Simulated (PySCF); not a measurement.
# C₇H₉BO₂: geometry, NMR shifts and electronic excitations

Wanted: the NMR shifts and electronic excitations of C₇H₉BO₂ (`C=CC(=C)C1=CC=[O+][BH2-]O1`), by calculation.

Computed with PySCF 2.14.0, with density-fitted response routines of our own, on a single molecule in the gas phase. Atoms count from 0, in the outputs and in this text.

## 1. The molecule as given

19 atoms, charge 0, multiplicity 1; geometry from: GFN2-xTB.

Bonds of the start (Å): C0–C1 1.33, C1–C2 1.46, C2–C3 1.35, C2–C4 1.49, C4–C5 1.40, C5–C6 1.39, C6–O7 1.26, O7–B8 1.54, B8–O9 1.53, O9–C4 1.27, C0–H10 1.07, C0–H11 1.08, C1–H12 1.08, C3–H13 1.08, C3–H14 1.08, C5–H15 1.07, C6–H16 1.09, B8–H17 1.19, B8–H18 1.19.

## 2. Optimising the geometry at PBE0-D3(BJ)/def2-SVP

What the job is given:

```
{"job": {"xc": "PBE0", "basis": "def2-SVP", "d3": "d3bj", "grid": 1, "kind": "geom"}, "charge": 0, "multiplicity": 1}
C     -2.334968    -0.310047     1.814151
C     -2.192231    -0.627092     0.533337
C     -1.083313    -0.521329    -0.415946
C     -1.313765    -0.962362    -1.665813
C      0.277986     0.026989    -0.158714
C      0.711050     0.551327     1.068642
C      2.017638     1.005928     1.162340
O      2.874535     1.019831     0.237991
B      2.493257     0.519576    -1.168675
O      1.060542    -0.012338    -1.161490
H     -1.581989     0.125523     2.441785
H     -3.278302    -0.491748     2.302532
H     -3.062337    -1.062919     0.053715
H     -0.548118    -0.918349    -2.420688
H     -2.265020    -1.374142    -1.957253
H      0.084245     0.601323     1.932172
H      2.368436     1.392049     2.123136
H      3.214092    -0.385554    -1.444510
H      2.528837     1.451095    -1.910835
```

**Question.** This job is followed by: GIAO PBE0/pcSseg-1 NMR shielding, non-relativistic, gas phase; TDDFT wB97X-D/def2-SVPD, vertical, gas phase, core orbitals frozen in the response; GIAO B3LYP/pcSseg-1 NMR shielding, non-relativistic, gas phase. What will the session give for the following? point group; rotational constants (main isotopes); ¹³C shifts against TMS (PBE0/pcSseg-1); ¹H shifts against TMS (PBE0/pcSseg-1, means over atoms taken as alike); ¹⁷O shifts against H2O (PBE0/pcSseg-1); ¹¹B shifts against BF3·OEt2 (PBE0/pcSseg-1); lowest singlet (wB97X-D/def2-SVPD); brightest single state of those computed; lowest triplet; vertical ionisation energy (ΔSCF); vertical electron affinity (ΔSCF); range of the shift of O7.

**Answer**, as computed:

| quantity | value |
| --- | --- |
| point group | C1 |
| rotational constants (main isotopes) | 2.51, 1.01, 0.76 GHz |
| ¹³C shifts against TMS (PBE0/pcSseg-1) | 188.0, 186.8, 149.1, 142.2, 142.2, 128.0, 106.4 ppm |
| ¹H shifts against TMS (PBE0/pcSseg-1, means over atoms taken as alike) | 7.82, 6.61, 6.60, 5.97, 5.83, 5.81, 5.73, 3.84 ppm |
| ¹⁷O shifts against H2O (PBE0/pcSseg-1) | 280.2, 266.1 ppm |
| ¹¹B shifts against BF3·OEt2 (PBE0/pcSseg-1) | -0.3 ppm |
| lowest singlet (wB97X-D/def2-SVPD) | 3.68 eV (337 nm), f = 0.064 |
| brightest single state of those computed | state 6, 6.07 eV, f = 0.258 |
| lowest triplet | 2.69 eV |
| vertical ionisation energy (ΔSCF) | 8.95 eV |
| vertical electron affinity (ΔSCF) | 0.95 eV |
| range of the shift of O7 | 280.2 to 286.0 ppm |

In words: The optimisation took 19 steps and gained 0.250 eV; among the close pairs (by a distance rule), B8–H18 changed most, from 1.192 to 1.225 Å. No frequency check was run at this level, so the end point may be a saddle. At PBE0/pcSseg-1: Shielding is most anisotropic at O7 (span 579 ppm, paramagnetic term -341 ppm). The first singlet state (HOMO→LUMO 0.87) lies at 3.68 eV and is bright; of the 10 states computed, the strongest absorption comes from state 6 at 6.07 eV. The lowest triplet lies 0.99 eV below the lowest singlet (triplets in Tamm-Dancoff, singlets in full TDDFT). ΔSCF puts the ionisation energy at 8.95 eV, 0.09 eV above −ε(HOMO). Across the 2 runs the shift of O7 moves most, between 280.2 (PBE0/pcSseg-1) and 286.0 ppm (B3LYP/pcSseg-1).
